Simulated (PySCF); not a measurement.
# SiH2SF2 (SMILES F[SiH](F)S): levels of theory compared

Aim: a comparison of 6 runs (HF/STO-3G, HF/3-21G, HF/def2-SVP, B3LYP/def2-SVP, PBE0/def2-SVP, CCSD/6-311G**) of SiH2SF2. The job is set up through a Python script.

The results are computed with PySCF 2.14.0.

## (1) Starting point

SiH2SF2 has 6 atoms, charge 0, and is taken as a singlet. As SMILES, `F[SiH](F)S`. The shape is that of a PBE0-D4/def2-TZVP optimisation. This is one conformer, not always the lowest.

Bond lengths: F1–Si2 1.585 Å, Si2–F3 1.585 Å, Si2–S4 2.104 Å, Si2–H5 1.470 Å, S4–H6 1.346 Å. Angles: F1–Si2–F3 105.3°, F1–Si2–S4 111.3°, F3–Si2–S4 111.3°, F1–Si2–H5 109.7°, F3–Si2–H5 109.7°, S4–Si2–H5 109.4°, Si2–S4–H6 93.3°.

## (2) Energy and gradient at HF/STO-3G (run 1)

run.py

```python
import pyscf.grad
from pyscf import gto

system = gto.Mole()
system.atom = '''
F       -0.390100      -1.503700       0.703600
Si       0.413300      -0.308900       0.041100
F        0.491500      -0.663200      -1.501700
S       -0.555100       1.532600       0.355800
H        1.769100      -0.249400       0.605800
H       -1.686500       1.128700      -0.250700
'''
system.max_memory = 1860
system.charge = 0
system.basis = 'sto-3g'
system.verbose = 3
system.build()

calc0 = system.RHF()
calc0.conv_tol = 1e-10
calc0.kernel()
if not calc0.converged:
    calc0 = calc0.newton().run(calc0.mo_coeff, calc0.mo_occ)

e_final = calc0.e_tot
print('E = %.10f Eh' % e_final)
grad = calc0.Gradients().kernel()
calc0.analyze()
```

Command:

```console
OMP_NUM_THREADS=1 python run.py
```

Standard output:

```text
converged SCF energy = -876.074785040936
E = -876.0747850409 Eh
--------------- RHF gradients ---------------
         x                y                z
0 F     0.0108675734     0.0151614691    -0.0082759684
1 Si    -0.0350121415    -0.0228363752    -0.0227099926
2 F    -0.0004055705     0.0044167940     0.0199280954
3 S     0.0106609244     0.0085933579     0.0075405835
4 H     0.0226462889     0.0013032855     0.0095510850
5 H    -0.0087570748    -0.0066385313    -0.0060338030
----------------------------------------------
**** MO energy ****
MO #1   energy= -90.7183328539645  occ= 2
MO #2   energy= -68.08059456089    occ= 2
MO #3   energy= -25.8453908281985  occ= 2
MO #4   energy= -25.8451949288831  occ= 2
MO #5   energy= -8.63013291488574  occ= 2
MO #6   energy= -6.26210295688346  occ= 2
MO #7   energy= -6.26010162346709  occ= 2
MO #8   energy= -6.25667145521037  occ= 2
MO #9   energy= -6.06220126753685  occ= 2
MO #10  energy= -4.08819149538148  occ= 2
MO #11  energy= -4.08787278368233  occ= 2
MO #12  energy= -4.08676775667762  occ= 2
MO #13  energy= -1.47477391279499  occ= 2
MO #14  energy= -1.44749387070339  occ= 2
MO #15  energy= -0.90687504229964  occ= 2
MO #16  energy= -0.661303970047254 occ= 2
MO #17  energy= -0.544976511910378 occ= 2
MO #18  energy= -0.520491023898266 occ= 2
MO #19  energy= -0.511337438716729 occ= 2
MO #20  energy= -0.45289948201779  occ= 2
MO #21  energy= -0.451133464472713 occ= 2
MO #22  energy= -0.431635693365985 occ= 2
MO #23  energy= -0.40459575873491  occ= 2
MO #24  energy= -0.332802667316202 occ= 2
MO #25  energy= -0.286357800197045 occ= 2
MO #26  energy= 0.391763561980495  occ= 0
MO #27  energy= 0.472551887590995  occ= 0
MO #28  energy= 0.514248399593739  occ= 0
MO #29  energy= 0.535271554456531  occ= 0
MO #30  energy= 0.57369589281222   occ= 0
 ** Mulliken atomic charges  **
charge of    0F =     -0.27531
charge of    1Si =      0.80965
charge of    2F =     -0.27531
charge of    3S =     -0.06023
charge of    4H =     -0.15287
charge of    5H =     -0.04594
Dipole moment(X, Y, Z, Debye):  0.20390,  0.05599,  0.10266
```

Run time: 1.8 s. Hardware: 1 thread of Intel Xeon at 2.70GHz, shared host; peak memory 0.12 GiB.

## (3) Energy and gradient at HF/3-21G (run 2)

input.py

```python
# F[SiH](F)S
from pyscf import gto

mol = gto.M(
    atom='''
F       -0.390100      -1.503700       0.703600
Si       0.413300      -0.308900       0.041100
F        0.491500      -0.663200      -1.501700
S       -0.555100       1.532600       0.355800
H        1.769100      -0.249400       0.605800
H       -1.686500       1.128700      -0.250700
''',
    basis='3-21g',
    verbose=4,
    max_memory=1860,
)

mf = mol.RHF()
mf.conv_tol = 1e-10
mf.kernel()
if not mf.converged:
    mf = mf.newton().run(mf.mo_coeff, mf.mo_occ)

energy = mf.e_tot
print('E = %.10f Eh' % energy)
grad = mf.nuc_grad_method().kernel()
mf.analyze()
```

Command:

```console
OMP_NUM_THREADS=1 python input.py
```

Standard output:

```text
PySCF version 2.14.0

[... 78 lines left out ...]
Two-electron Energy =                  572.025969969317202
[... 11 lines left out ...]
MO #8   energy= -6.61293135564643  occ= 2
[... 9 lines left out ...]
MO #18  energy= -0.703511540203948 occ= 2
[... 9 lines left out ...]
MO #28  energy= 0.188404340040684  occ= 0
[... 9 lines left out ...]
MO #38  energy= 0.859438538027057  occ= 0
[... 9 lines left out ...]
MO #48  energy= 3.92128227490803   occ= 0
[... 57 lines left out ...]
Dipole moment(X, Y, Z, Debye):  0.33739,  0.04188,  0.15052
```

Run time: 1.9 s. Hardware: 1 thread of Intel Xeon at 2.70GHz, shared host; peak memory 0.12 GiB.

Runs 3 to 5 aren't shown in full; the table further down has their settings and results.

## (4) A single-point energy at CCSD/6-311G(d,p) (run 6)

calc.py

```python
# F[SiH](F)S
from pyscf import gto, scf, cc

mol = gto.M(
    atom='''
F     -0.737182    -2.841581     1.329611
Si     0.781024    -0.583736     0.077668
F      0.928800    -1.253266    -2.837802
S     -1.048987     2.896194     0.672365
H      3.343114    -0.471298     1.144796
H     -3.187023     2.132934    -0.473754
''',
    max_memory=1860,
    spin=0,
    basis='6-311g**',
    verbose=4,
    unit='bohr',
)

mf = scf.RHF(mol)
mf.conv_tol = 1e-10
mf.kernel()
if not mf.converged:
    mf = mf.newton().run(mf.mo_coeff, mf.mo_occ)

mycc = cc.CCSD(mf, frozen=12)
mycc.kernel()
e_final = mycc.e_tot
print('Final energy', e_final)
dip = mf.dip_moment()
pop, q = mf.mulliken_pop()
```

Command:

```console
OMP_NUM_THREADS=1 python calc.py
```

Standard output:

```text
PySCF version 2.14.0

[... 60 lines left out ...]
converged SCF energy = -886.728705783519
[... 12 lines left out ...]
Init t2, MP2 energy = -887.363129645297  E_corr(MP2) -0.634423861777873
[... 12 lines left out ...]
CCSD converged
[... 1 line left out ...]
Final energy -887.3864915080796
Dipole moment(X, Y, Z, Debye):  0.15607,  0.66099,  0.31404
[... 107 lines left out ...]
charge of    5H =      0.07922
```

Wall time 23 s (1 thread of Intel Xeon at 2.70GHz, shared host); peak memory 0.58 GiB.

## (5) Overview of the runs

| run | level | integration grid | task | energy (Eh) | dipole moment (D) of the reference | HOMO energy (eV) | LUMO energy (eV) | wall time |
| --- | --- | --- | --- | --- | --- | --- | --- | --- |
| 1 | HF/STO-3G | – | gradient | -876.074785 | 0.24 | -7.79 | 10.66 | 1.8 s |
| 2 | HF/3-21G | – | gradient | -882.058772 | 0.37 | -11.60 | 4.04 | 1.9 s |
| 3 | HF/def2-SVP | – | gradient | -886.280618 | 0.75 | -11.19 | 3.96 | 6.9 s |
| 4 | B3LYP/def2-SVP | 5 | gradient | -888.377981 | 0.64 | -7.82 | 0.23 | 23 s |
| 5 | PBE0/def2-SVP | 5 | gradient | -887.892940 | 0.59 | -8.17 | 0.45 | 23 s |
| 6 | CCSD/6-311G** | – | energy | -887.386492 | 0.75 | -11.26 | 3.13 | 23 s |

## (6) Results

```
                                           quantity          value
                                run 6: total energy  -887.38649 Eh
        run 6: dipole moment (Hartree–Fock density)         0.75 D
         run 6: HOMO energy (Hartree–Fock orbitals)      -11.26 eV
         run 6: LUMO energy (Hartree–Fock orbitals)        3.13 eV
       run 6: HOMO–LUMO gap (Hartree–Fock orbitals)       14.39 eV
run 6: correlation energy (12 core orbitals frozen)     -657.8 mEh
                               run 6: T1 diagnostic          0.011
```

In words: Over runs 1, 2, 3, 4, 5 the dipole moment (its size) runs from 0.24 D (HF/STO-3G) to 0.75 D (HF/def2-SVP). Over runs 1, 2, 3, 4, 5 the HOMO–LUMO gap runs from 8.05 eV (B3LYP/def2-SVP) to 18.45 eV (HF/STO-3G). The two ends differ in method and basis. Totals of different functionals can't be ranked against each other. In run 1 the basis is minimal, so the values are rough. All runs together took 79 s, the longest 23 s.
